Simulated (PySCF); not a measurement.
# RuOH: sextet, from a bent start

Where does sextet RuOH go from a bent start, is the end point a minimum, and what are its modes, charges and moments?

Method: PBE0, basis Ru def2-TZVP with ECP28, O def2-TZVP, H def2-TZVP, scalar-relativistic core potentials, no spin–orbit coupling, density fitting; program: PySCF 2.14.0.

**1. The starting structure**

3 atoms, charge 0, spin multiplicity 6.

Bond lengths: Ru1–O2 1.710 Å, Ru1–H3 1.570 Å. Angles: O2–Ru1–H3 110.0°.

```xyz
3
charge 0 multiplicity 6
Ru    0.0000    0.0000    0.0000
O    -1.4007    0.0000    0.9808
H     1.2861    0.0000    0.9005
```

**2. First SCF at the start**

The steps below are one call of a driver around PySCF. For each, scf.py gives the equivalent set-up of the SCF; relaxations use the driver's own optimiser. After this first run the driver tries any further starts and a stability analysis.

scf.py

```python
from pyscf import gto, scf, dft
mol = gto.M(atom='''
Ru     0.000000     0.000000     0.000000
O     -1.400700     0.000000     0.980800
H      1.286100     0.000000     0.900500''',
    basis={'Ru': 'def2-TZVP', 'O': 'def2-TZVP', 'H': 'def2-TZVP'},
    ecp={'Ru': 'def2-TZVP'},
    charge=0, spin=5)
mf = dft.UKS(mol, xc='PBE0')
mf.grids.atom_grid = (50, 194)
aux = {'Ru': 'def2-universal-JKFIT', 'O': 'def2-universal-JKFIT', 'H': 'def2-universal-JKFIT'}
mf = mf.density_fit(auxbasis=aux)
mf.conv_tol = 1e-08
mf.diis_space = 10
mf.max_cycle = 60
mf.init_guess = 'minao'
mf.verbose = 4
mf.kernel()
```

The run is started by

```
OMP_NUM_THREADS=2 python axn.py task.json out
```

The runs that follow: Relaxation: bent start, sextet; Is it a minimum? Harmonic modes.

Before running it: what results should come out? Wanted: minimum; geometry; wavenumbers; dipole moment; highest occupied, lowest empty level; polar-tensor charge of Ru1; zero-point energy; atomisation energy; ⟨S²⟩.

**Answer**, as computed:

```
                                          quantity                                      value
                                           minimum                                 sextet, Cs
                                          geometry  Ru–H 1.695 Å, Ru–O 1.768 Å; H–Ru–O 141.1°
                                wavenumbers (cm⁻¹)              392 (a'), 818 (a'), 1781 (a')
                                     dipole moment                                     2.21 D
highest occupied, lowest empty level (either spin)                            -6.78, -4.33 eV
                        polar-tensor charge of Ru1                                    +0.78 e
                                 zero-point energy                                17.9 kJ/mol
                               entropy at 298.15 K                            269.0 J/(mol K)
         atomisation energy (no zero-point energy)                                 596 kJ/mol
                                              ⟨S²⟩                                      8.769
```

What this shows: The bent start keeps its Cs symmetry and ends in a minimum. The strongest infrared band lies at 1781 cm⁻¹ (a', stretch). Most of the spin sits on Ru1 (Mulliken spin 3.94, against 5 for the whole molecule). Only this shape and spin were tried, so other structures or states may lie lower. One determinant may miss the lowest occupation of an open d or f shell.
